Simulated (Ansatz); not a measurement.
# B3LYP/def2-SVP run of C2H5BClF (SMILES BC(F)CCl)

What is the energy change on altering one bond length of C2H5BClF at B3LYP/def2-SVP? 

The results are computed with Ansatz 0.2.0.

123 further runs of the same task are left out: 123 set aside as unsound or not needed.

### Step 1. Starting point

The species is C2H5BClF (10 atoms), meant as a singlet with charge 0. As SMILES, `BC(F)CCl`. Geometry: relaxed at PBE0-D4/def2-TZVP. This is one conformer, not always the lowest.

Bond lengths: B1–C2 1.558 Å, C2–F3 1.386 Å, C2–C4 1.509 Å, C4–Cl5 1.782 Å, B1–H6 1.192 Å, B1–H7 1.195 Å, C2–H8 1.109 Å, C4–H9 1.090 Å, C4–H10 1.089 Å. Some angles: B1–C2–F3 113.9°, B1–C2–C4 115.3°, F3–C2–C4 109.7°, C2–C4–Cl5 112.6°, B1–C2–H8 102.6°, F3–C2–H8 107.0°, C4–C2–H8 107.5°, C2–B1–H6 120.8°, C2–B1–H7 118.2°, C2–C4–H9 110.7°.

### Step 2. The energy at B3LYP/def2-SVP

run.yaml reads:

```yaml
basis:
  gaussian:
    orbitals: def2-SVP
crystal:
  periodic: [false, false, false]
  atoms:
    - {symbol: B, position_ang: [-1.309200, -0.711700, -0.281200]}
    - {symbol: C, position_ang: [0.178900, -0.496800, 0.126500]}
    - {symbol: F, position_ang: [0.520300, -1.080300, 1.336000]}
    - {symbol: C, position_ang: [0.655300, 0.934900, 0.100000]}
    - {symbol: Cl, position_ang: [2.428700, 1.067800, 0.206300]}
    - {symbol: H, position_ang: [-2.010300, -1.450800, 0.336900]}
    - {symbol: H, position_ang: [-1.707400, -0.172300, -1.270600]}
    - {symbol: H, position_ang: [0.728500, -1.046200, -0.665100]}
    - {symbol: H, position_ang: [0.248500, 1.491800, 0.943700]}
    - {symbol: H, position_ang: [0.349800, 1.412800, -0.829700]}
hamiltonian:
  xc: {name: B3LYP}
accuracy: high
output: {orbitals: {seedname: orbitals}}
```

The run is started by

```
$ ansatz run run.yaml --threads 1 --pin off --max-ram 3480MiB --events-out events.jsonl --progress --plain --runs-dir runs
```

The program printed:

```text
Warning: RAYON_NUM_THREADS=1 ignored (pool sized by the plan → 1); use --threads N
Functional definition: B3LYP
  name "B3LYP"
  parameter a0 = 0.2
  parameter ax = 0.72
  parameter ac = 0.81
  exchange = (1 - a0 - ax)*slater_x + ax*b88_x + a0*exact_x
  correlation = (1 - ac)*vwn_rpa_c + ac*lyp_c
2335 factors; integrals over basis functions are off by at most 4.1e-9 eV
mean field evaluation 1: about -18059.4093 eV, gradient 3.6e1 eV
mean field evaluation 2: about -18058.6718 eV, gradient 4.0e1 eV
mean field evaluation 4: about -18062.5234 eV, gradient 1.6e0 eV
mean field evaluation 8: about -18062.7231 eV, gradient 1.6e-1 eV
mean field evaluation 16: about -18062.7232 eV, gradient 4.0e-5 eV
mean field -18062.72318532 eV, -663.7928337070 hartree, gradient 3.5e-8 eV, S^2 0.000000; 0 other end points of the search recorded, 0 dependent functions left out
reference -18062.72322464 eV, -663.7928351519 hartree; 24, 24 occupied and 75, 75 virtual orbitals, 2335 factors
Total energy: -18062.72322464 eV, -663.7928351519 hartree
```

Run time: 8.7 s. Hardware: 1 thread of Arm Neoverse V2, shared host; peak memory 0.36 GiB.

### Step 3. The distorted shape, same level

in.yaml reads:

```yaml
crystal:
  periodic: [false, false, false]
  atoms:
    - {symbol: B, position_ang: [-1.391646, -0.629284, -0.162451]}
    - {symbol: C, position_ang: [0.096454, -0.414384, 0.245249]}
    - {symbol: F, position_ang: [0.437854, -0.997884, 1.454749]}
    - {symbol: C, position_ang: [0.572854, 1.017316, 0.218749]}
    - {symbol: Cl, position_ang: [2.346254, 1.150216, 0.325049]}
    - {symbol: H, position_ang: [-2.092746, -1.368384, 0.455649]}
    - {symbol: H, position_ang: [-1.789846, -0.089884, -1.151851]}
    - {symbol: H, position_ang: [0.728500, -1.046200, -0.665100]}
    - {symbol: H, position_ang: [0.166054, 1.574216, 1.062449]}
    - {symbol: H, position_ang: [0.267354, 1.495216, -0.710951]}
basis:
  gaussian: {orbitals: def2-SVP}
accuracy: high
output: {orbitals: {seedname: orbitals}}
hamiltonian: {xc: {name: B3LYP}}
```

The run is started by

```
$ ansatz run in.yaml --threads 1 --pin off --max-ram 3480MiB --events-out events.jsonl --progress --plain --runs-dir runs
```

The program printed (excerpt; [...] marks lines left out):

```text
Warning: RAYON_NUM_THREADS=1 ignored (pool sized by the plan → 1); use --threads N
[... 7 set-up lines as earlier in the session ...]
2340 factors; integrals over basis functions are off by at most 3.5e-9 eV
mean field evaluation 1: about -18059.1527 eV, gradient 3.5e1 eV
mean field evaluation 2: about -18058.1683 eV, gradient 4.1e1 eV
mean field evaluation 4: about -18062.2610 eV, gradient 1.4e0 eV
mean field evaluation 8: about -18062.4549 eV, gradient 2.1e-1 eV
mean field evaluation 16: about -18062.4550 eV, gradient 3.2e-5 eV
mean field -18062.45503511 eV, -663.7829793684 hartree, gradient 1.5e-8 eV, S^2 0.000000; 0 other end points of the search recorded, 0 dependent functions left out
reference -18062.45507485 eV, -663.7829808288 hartree; 24, 24 occupied and 75, 75 virtual orbitals, 2340 factors
Total energy: -18062.45507485 eV, -663.7829808288 hartree
```

Run time: 8.4 s. Hardware: 1 thread of Arm Neoverse V2, shared host; peak memory 0.36 GiB.

### Step 4. Outcome

Level: B3LYP/def2-SVP.

| quantity | value |
| --- | --- |
| first shape: total energy | -663.79284 Eh |
| first shape: HOMO energy | -8.00 eV |
| first shape: LUMO energy | -2.23 eV |
| first shape: HOMO–LUMO gap | 5.77 eV |
| distorted shape: total energy | -663.78298 Eh |
| distorted shape: HOMO energy | -8.01 eV |
| distorted shape: LUMO energy | -2.25 eV |
| distorted shape: HOMO–LUMO gap | 5.77 eV |
| energy change with the C2–H8 bond stretched from 1.109 to 1.276 Å | 0.268 eV |

**Reading.** With the C2–H8 bond stretched from 1.109 to 1.276 Å the energy rises by 0.27 eV (25.9 kJ/mol). The first shape isn't relaxed at this level, so the change isn't measured from a minimum.
